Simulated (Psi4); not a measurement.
# One shape, several levels: singlet CH2NOSi−

Wanted: a comparison of 4 runs (HF/STO-3G, HF/3-21G, B3LYP/6-31G*, HSE06/6-311+G**) of singlet CH2NOSi−. 

The results are computed with Psi4 1.11.

1 further run of the same task is left out (set aside as unsound or not needed).

### 1 Starting point

CH2NOSi− has 6 atoms, charge -1, and is taken as a singlet. SMILES of the parent species: `O=C=N[SiH2]`. The shape is that of a PBE0-D4/def2-TZVP optimisation. This is one conformer, not always the lowest. That shape belongs to the parent species and isn't relaxed for this state.

Bond lengths: O1–C2 1.164 Å, C2–N3 1.195 Å, N3–Si4 1.706 Å, Si4–H5 1.486 Å, Si4–H6 1.486 Å. Angles: O1–C2–N3 178.3°, C2–N3–Si4 162.2°, N3–Si4–H5 108.6°, N3–Si4–H6 108.6°, H5–Si4–H6 111.4°.

### 2 A single-point energy at HF/STO-3G (run 1)

ch2nosi.inp reads:

```
memory 1600 MB

molecule system {
  -1 1
  O      1.089700    -2.025700     1.610400
  C      0.648500    -1.177800     0.945400
  N      0.216300    -0.284900     0.279200
  Si    -0.683300     0.591600    -0.875300
  H      0.261300     1.214200    -1.839100
  H     -1.490500     1.618700    -0.166800
  units angstrom
  symmetry c1
  no_reorient
  no_com
}

set basis STO-3G
set puream true
set e_convergence 1e-09
set d_convergence 1e-08
set scf_type pk

energy_value, wavefunction = energy('scf', return_wfn=True)
print_variables()
```

Started as:

```console
$ psi4 ch2nosi.inp ch2nosi.out -n 1
```

ch2nosi.out:

```text
[...]
  Running in c1 symmetry.
[...]
  Nuclear repulsion =  130.138313311121237
[...]
  Multiplicity = 1
[...]
  Nalpha       = 19
  Nbeta        = 19
[...]
    Number of basis functions: 26
[...]
   @RHF iter   1:  -451.42493310037213   -1.99531e+00   1.55121e-02 DIIS/ADIIS
[...]
   @RHF iter  12:  -451.52088440831551    5.68434e-14   3.23091e-09 DIIS
[...]
    Orbital Energies [Eh]
    ---------------------
    Doubly Occupied:
       1A    -67.538085     2A    -20.013488     3A    -15.032915
       4A    -10.919936     5A     -5.551355     6A     -3.572878
       7A     -3.571936     8A     -3.571389     9A     -1.136085
      10A     -0.903456    11A     -0.468025    12A     -0.351407
      13A     -0.337607    14A     -0.334876    15A     -0.248471
      16A     -0.161419    17A     -0.095105    18A     -0.063378
      19A      0.145755
[...]
  @RHF Final Energy:  -451.52088440831551
   => Energetics <=
    Nuclear Repulsion Energy =            130.1383133111212373
    One-Electron Energy =                -895.8662870451069011
    Two-Electron Energy =                 314.2070893256701538
    Total Energy =                       -451.5208844083155100
[...]
 Multipole Moments:
 ------------------------------------------------------------------------------------
     Multipole            Electronic (a.u.)      Nuclear  (a.u.)        Total (a.u.)
 ------------------------------------------------------------------------------------
 L = 1.  Multiply by 2.5417464519 to convert [e a0] to [Debye]
 Dipole X            :         -5.8342670            6.2876857            0.4534187
 Dipole Y            :         27.1342698          -26.7422703            0.3919995
 Dipole Z            :        -11.3973843           11.8105993            0.4132150
 Magnitude           :                                                    0.7280102
[...]
```

It took 2.4 s on 1 thread of Intel Xeon Platinum 8223CL at 3.00GHz (Skylake/Cascade Lake), shared host; peak memory 0.18 GiB.

### 3 Energy and forces at HF/3-21G (run 2)

input.dat reads:

```
memory 1.6 GB

molecule mol {
  -1 1
  O      2.05923456    -3.82801821     3.04321495
  C      1.22548739    -2.22571943     1.78654708
  N      0.40874776    -0.53838297     0.52761153
  Si    -1.29124986     1.11796198    -1.65407728
  H      0.49378544     2.29450546    -3.47539532
  H     -2.81663679     3.05889968    -0.31520632
  units au
  symmetry c1
}

set basis 3-21G
set puream true
set e_convergence 1e-09
set d_convergence 1e-08
set scf_type pk

e = gradient('hf')
```

Started as:

```console
$ psi4 input.dat output.dat -n 1
```

output.dat:

```text
[...]
  Running in c1 symmetry.
[...]
  Nuclear repulsion =  130.138313304408427
[...]
  Multiplicity = 1
[...]
  Nalpha       = 19
  Nbeta        = 19
[...]
    Number of basis functions: 44
[...]
   @RHF iter   1:  -454.69800384140575   -7.87032e-01   1.05255e-02 DIIS/ADIIS
[...]
   @RHF iter  12:  -454.79667781972546   -1.42677e-11   8.75337e-09 DIIS
[...]
    Orbital Energies [Eh]
    ---------------------
    Doubly Occupied:
       1A    -68.058250     2A    -20.316422     3A    -15.316578
       4A    -11.157008     5A     -5.862762     6A     -3.959062
       7A     -3.958440     8A     -3.955599     9A     -1.291705
      10A     -1.059007    11A     -0.615191    12A     -0.521470
      13A     -0.469304    14A     -0.467117    15A     -0.379418
      16A     -0.293382    17A     -0.263538    18A     -0.219971
      19A     -0.021664
[...]
  @RHF Final Energy:  -454.79667781972546
   => Energetics <=
    Nuclear Repulsion Energy =            130.1383133044084275
    One-Electron Energy =                -893.4982057831449538
    Two-Electron Energy =                 308.5632146590111233
    Total Energy =                       -454.7966778197254598
[...]
 Multipole Moments:
 ------------------------------------------------------------------------------------
     Multipole            Electronic (a.u.)      Nuclear  (a.u.)        Total (a.u.)
 ------------------------------------------------------------------------------------
 L = 1.  Multiply by 2.5417464519 to convert [e a0] to [Debye]
 Dipole X            :          2.4133756           -1.3705832            1.0427924
 Dipole Y            :         -3.9858815            3.4804320           -0.5054495
 Dipole Z            :          3.4886693           -2.2751166            1.2135527
 Magnitude           :                                                    1.6779766
[...]
  -Total Gradient:
     Atom            X                  Y                   Z
    ------   -----------------  -----------------  -----------------
       1       -0.022519234151     0.044548599180    -0.034252776741
       2        0.041923223087    -0.093824598211     0.066336950351
       3       -0.059478236417     0.070330477964    -0.079130105828
       4        0.067008756565     0.017336277882     0.066008823756
       5       -0.017060210361    -0.018356917021    -0.006054436655
       6       -0.009874298726    -0.020033839796    -0.012908454884
[...]
```

Run time: 2.9 s. Hardware: 1 thread of Intel Xeon Platinum 8223CL at 3.00GHz (Skylake/Cascade Lake), shared host; peak memory 0.18 GiB.

Run 3 isn't shown in full; the table further down has it.

### 4 Energy and gradient at HSE06/6-311+G(d,p) (run 4)

run.py reads:

```python
import psi4

psi4.set_memory('1600 MB')
psi4.set_num_threads(1)
psi4.set_output_file('run.log', False)

m = psi4.geometry("""
-1 1
O      1.089700    -2.025700     1.610400
C      0.648500    -1.177800     0.945400
N      0.216300    -0.284900     0.279200
Si    -0.683300     0.591600    -0.875300
H      0.261300     1.214200    -1.839100
H     -1.490500     1.618700    -0.166800
symmetry c1
""")

psi4.set_options({
    'puream': True,
    'e_convergence': 1e-09,
    'd_convergence': 1e-08,
    'scf_type': 'pk',
    'dft_radial_points': 99,
    'dft_spherical_points': 590,
})

e, wfn = psi4.gradient('hse06/6-311+G**', molecule=m, return_wfn=True)
psi4.oeprop(wfn, 'MULLIKEN_CHARGES', 'MAYER_INDICES', 'DIPOLE', title='HSE06')
print('gradient / Eh bohr^-1')
print(e.np.round(6))
print(f'energy = {wfn.energy():.10f} Eh')
```

Started as:

```console
$ python run.py
```

run.log:

```text
[...]
  Running in c1 symmetry.
[...]
  Nuclear repulsion =  130.138313311121266
[...]
  Multiplicity = 1
[...]
  Nalpha       = 19
  Nbeta        = 19
[...]
    Number of basis functions: 108
[...]
   @RKS iter   1:  -458.21150405994172   -2.21935e-01   8.46328e-03 ADIIS/DIIS
[...]
   @RKS iter  12:  -458.57948164349716   -9.89075e-12   8.81241e-09 DIIS
[...]
  @RKS Final Energy:  -458.57948164349716
   => Energetics <=
    Nuclear Repulsion Energy =            130.1383133111212658
    One-Electron Energy =                -896.7153931849358059
    Two-Electron Energy =                 340.7914317180681110
    DFT Exchange-Correlation Energy =     -32.7938334877507174
    Empirical Dispersion Energy =           0.0000000000000000
    VV10 Nonlocal Energy =                  0.0000000000000000
    Total Energy =                       -458.5794816434971608
[...]
  -Total Gradient:
     Atom            X                  Y                   Z
    ------   -----------------  -----------------  -----------------
       1       -0.017884413206     0.038726200407    -0.028007369769
       2        0.021367715052    -0.053327793319     0.035143467109
       3       -0.029959020538     0.025153780813    -0.037414108223
       4        0.046924680329     0.016870940301     0.045103769699
       5       -0.012499206738    -0.013172080197    -0.005237744806
       6       -0.007944742877    -0.014241678024    -0.009584772055
[...]
 Multipole Moments:
 ------------------------------------------------------------------------------------
     Multipole            Electronic (a.u.)      Nuclear  (a.u.)        Total (a.u.)
 ------------------------------------------------------------------------------------
 L = 1.  Multiply by 2.5417464519 to convert [e a0] to [Debye]
 Dipole X            :          2.4482953           -1.3705832            1.0777121
 Dipole Y            :         -4.0182270            3.4804320           -0.5377950
 Dipole Z            :          3.5331720           -2.2751166            1.2580555
 Magnitude           :                                                    1.7416631
[...]
  Mulliken Charges: (a.u.)
   Center  Symbol    Alpha    Beta     Spin     Total
       1     O     4.19431  4.19431  0.00000 -0.38862
       2     C     2.82214  2.82214  0.00000  0.35572
       3     N     3.71606  3.71606  0.00000 -0.43212
       4    SI     7.08363  7.08363  0.00000 -0.16726
       5     H     0.59193  0.59193  0.00000 -0.18386
       6     H     0.59193  0.59193  0.00000 -0.18385
   Total alpha = 19.00000, Total beta = 19.00000, Total charge = -1.00000
  Mayer Bond Indices:
[...]
```

On the terminal:

```text
gradient / Eh bohr^-1
[[-0.017884  0.038726 -0.028007]
 [ 0.021368 -0.053328  0.035143]
 [-0.029959  0.025154 -0.037414]
 [ 0.046925  0.016871  0.045104]
 [-0.012499 -0.013172 -0.005238]
 [-0.007945 -0.014242 -0.009585]]
energy = -458.5794816435 Eh
```

Wall time 59 s (1 thread of Intel Xeon Platinum 8223CL at 3.00GHz (Skylake/Cascade Lake), shared host); peak memory 0.72 GiB.

### 5 Overview of the runs

```csv
run,level,task,Cartesian functions,energy (Eh),HOMO energy (eV),LUMO energy (eV),HOMO–LUMO gap (eV),wall time
1,HF/STO-3G,energy,no,-451.520884,3.97,16.68,12.71,2.4 s
2,HF/3-21G,gradient,no,-454.796678,-0.59,10.21,10.80,2.9 s
3,B3LYP/6-31G* (Cartesian functions),energy,yes,-458.789052,1.48,6.05,4.58,10 s
4,HSE06/6-311+G**,gradient,no,-458.579482,0.96,3.35,2.39,59 s
```

### 6 What came out

| quantity | value |
| --- | --- |
| run 4: total energy | -458.57948 Eh |
| run 4: HOMO energy | 0.96 eV |
| run 4: LUMO energy | 3.35 eV |
| run 4: HOMO–LUMO gap (to an unbound level, set by the basis) | 2.39 eV |
| run 4: largest force on an atom | 3.463 eV/Å |

**Reading.** The HOMO–LUMO gap runs from 2.39 eV (HSE06/6-311+G**) to 12.71 eV (HF/STO-3G). The two ends differ in method and basis. The empty levels of an anion lie above zero and hang on the basis. Totals of different functionals can't be ranked against each other. In runs 1, 3, 4 the HOMO lies above zero, so the outermost electron may be held by the basis alone. In run 1 the basis is minimal, so the values are rough. All runs together took 74 s, the longest 59 s.
